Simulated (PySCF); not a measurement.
# H2O5Re (Re(O)3(OH)2-): the cost of one run

The runs use PySCF 2.14.0; several levels, as the steps say, no spin–orbit coupling.

2 further runs of the same task are left out: 1 for a known fault of the program, 1 that didn't finish.

### 1 The system as given

8 atoms, charge -1, spin multiplicity 1.

Bond lengths: Re1–O2 1.747 Å, Re1–O3 1.761 Å, Re1–O4 1.761 Å, Re1–O5 1.997 Å, Re1–O7 1.998 Å, O5–H6 0.976 Å, O7–H8 0.976 Å. Angles: O2–Re1–O3 114.5°, O2–Re1–O4 114.3°, O2–Re1–O5 97.1°, O2–Re1–O7 97.2°, O3–Re1–O4 131.2°, O3–Re1–O5 86.4°, O3–Re1–O7 87.5°, O4–Re1–O5 87.7°, O4–Re1–O7 86.6°, O5–Re1–O7 165.7°, Re1–O5–H6 106.7°, Re1–O7–H8 106.4°.

Geometry (Å):

```xyz
8

Re    0.00360   -0.01205    0.07781
O    -0.84235   -0.04605    1.60580
O    -1.03192   -0.20602   -1.33344
O     1.74487    0.21147    0.21765
O    -0.14295    1.95401   -0.24214
H     0.62318    2.36801    0.19917
O     0.38538   -1.96954   -0.03995
H    -0.38051   -2.37218   -0.49156
```

Formal oxidation states: Re +7. An earlier session relaxed this geometry at PBE, Re def2-SVP with ECP60, O def2-SVP, H def2-SVP (singlet, point group C1).

At PBE on the finer grid: E = -455.225831 Eh, HOMO -1.53 eV, LUMO 1.69 eV, Mulliken charge on Re1 +0.77 e, largest force component 0.012 eV/Å. 

Levels to run: BLYP; TPSSh; BP86; B3LYP; PBE, TZVP; PBE, x2c-SVP. Hardware: 2 threads of Arm Neoverse V1, shared host.

### 2 BLYP

run.py (the lines that set the calculation)

```python
mol = gto.M(atom='''
Re     0.00360    -0.01205     0.07781
O     -0.84235    -0.04605     1.60580
O     -1.03192    -0.20602    -1.33344
O      1.74487     0.21147     0.21765
O     -0.14295     1.95401    -0.24214
H      0.62318     2.36801     0.19917
O      0.38538    -1.96954    -0.03995
H     -0.38051    -2.37218    -0.49156''',
    basis={'Re': 'def2-SVP', 'O': 'def2-SVP', 'H': 'def2-SVP'},
    ecp={'Re': 'def2-SVP'},
    charge=-1, spin=0)
mf = dft.RKS(mol, xc='BLYP')
mf.grids.atom_grid = (75, 302)
mf = mf.density_fit()  # fitting sets: Re def2-universal-JKFIT, O def2-universal-JKFIT, H def2-universal-JKFIT
mf.conv_tol = 1e-08; mf.max_cycle = 55
mf.kernel(dm0)  # dm0: the density of the relaxed state
```

Run with:

```bash
$ OMP_NUM_THREADS=2 python run.py
```

**Question.** How long does this run take on 2 threads of Arm Neoverse V1, shared host?

About 7.4 s.
